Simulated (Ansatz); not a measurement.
# TiO2: properties at the relaxed cell

The task here is to estimate one member of a computed series from the others.

Program: Ansatz 0.2.0. Level of theory: DFT r2SCAN, scalar-relativistic, plane waves, PAW. These are calculated values, not measurements.

1 further run of the same task is left out (set aside as unsound or not needed).

## The starting structure

The structure is tetragonal, space group P4_2/mnm (No. 136). The conventional cell has a = 4.597 Å, b = 4.597 Å, c = 2.954 Å, α = 90.00°, β = 90.00°, γ = 90.00°. Ti (site symmetry mmm) is surrounded by 6 O at 1.95 to 1.98 Å. O (site symmetry m2m) is surrounded by 3 Ti at 1.95 to 1.98 Å.

Structure file:

```
Ti O
1.0
     4.59695    0.00000    0.00000
     0.00000    4.59695    0.00000
     0.00000    0.00000    2.95354
Ti O
2 4
Direct
  0.00000 0.00000 0.00000
  0.50000 0.50000 0.50000
  0.30463 0.30463 0.00000
  0.19537 0.80463 0.50000
  0.69537 0.69537 0.00000
  0.80463 0.19537 0.50000
```

It is the result of an earlier relaxation at this level (volume 10.40 Å³/atom; gap on the mesh: 2.22 eV).

The first run:

Contents of input.yaml:

```yaml
crystal:
  lattice:
    - [4.5505080806, 0.0, 0.0]
    - [0.0, 4.5505080806, 0.0]
    - [0.0, 0.0, 2.9237072349]
  atoms:
    - { symbol: Ti, position: [0.0, 0.0, 0.0] }
    - { symbol: Ti, position: [0.5, 0.5, 0.5] }
    - { symbol: O, position: [0.3046314523, 0.3046314523, 0.0] }
    - { symbol: O, position: [0.1953685477, 0.8046314523, 0.5] }
    - { symbol: O, position: [0.6953685477, 0.6953685477, 0.0] }
    - { symbol: O, position: [0.8046314523, 0.1953685477, 0.5] }
basis:
  ecutwfc: 500
kpoints:
  mp_grid: { grid: [6, 6, 10] }
hamiltonian:
  xc: r2scan
scf:
  occupations: { method: gaussian, width: 0.02 }
output:
  forces: true
  stress: true
  eigenvalues: true
relax:
  adjacent_minimum: "off"
  f_tol: 0.01
  max_steps: 30
  cell: { stress_tol: 0.1, fix: [volume] }
```

The run is started by

```
ansatz run input.yaml --threads 1 --pin off --max-ram 2560MiB --backend cpu --events-out ev --progress --plain --runs-dir out
```

Among the steps run: Point at V/V0 = 0.97; The cell scaled to 1.03 of its volume; Volume × 0.94; Point at V/V0 = 1.06; Point at V/V0 = 0.91; Volume × 1.10; Point at V/V0 = 0.88.

One table of the session follows, with a row left open; its other results are not shown here.

It belongs to the step «Energy against volume». 

| volume (Å³/atom) | energy above the lowest point (meV/atom) | pressure (GPa) | gap on the mesh (eV) |
| --- | --- | --- | --- |
| 9.154 | 138.0 | 39.91 | 2.45 |
| 9.466 | 72.8 | 27.28 | 2.37 |
| 9.778 | 30.4 | 16.58 | 2.31 |
| 10.090 | 7.1 | 7.56 | 2.26 |
| 10.402 | 0.0 | 0.00 | 2.22 |
| 10.714 | ? | ? | ? |
| 11.026 | 23.7 | -11.37 | 2.20 |
| 11.443 | 60.4 | -16.57 | 2.24 |

**Question.** Estimate the row for volume (Å³/atom) = 10.714.

Worked estimate for «energy above the lowest point (meV/atom)». A straight line through the neighbours (10.402, 0.0) and (11.026, 23.7) gives 0.0 + (23.7 − 0.0) × (10.714 − 10.402) / (11.026 − 10.402) = 11.9; a parabola fitted to 4 rows on both sides gives 6.6.

As computed: energy above the lowest point (meV/atom): 6.3; pressure (GPa): -6.28; gap on the mesh (eV): 2.20. In «energy above the lowest point (meV/atom)» the line misses by +5.6 and the parabola by +0.3.
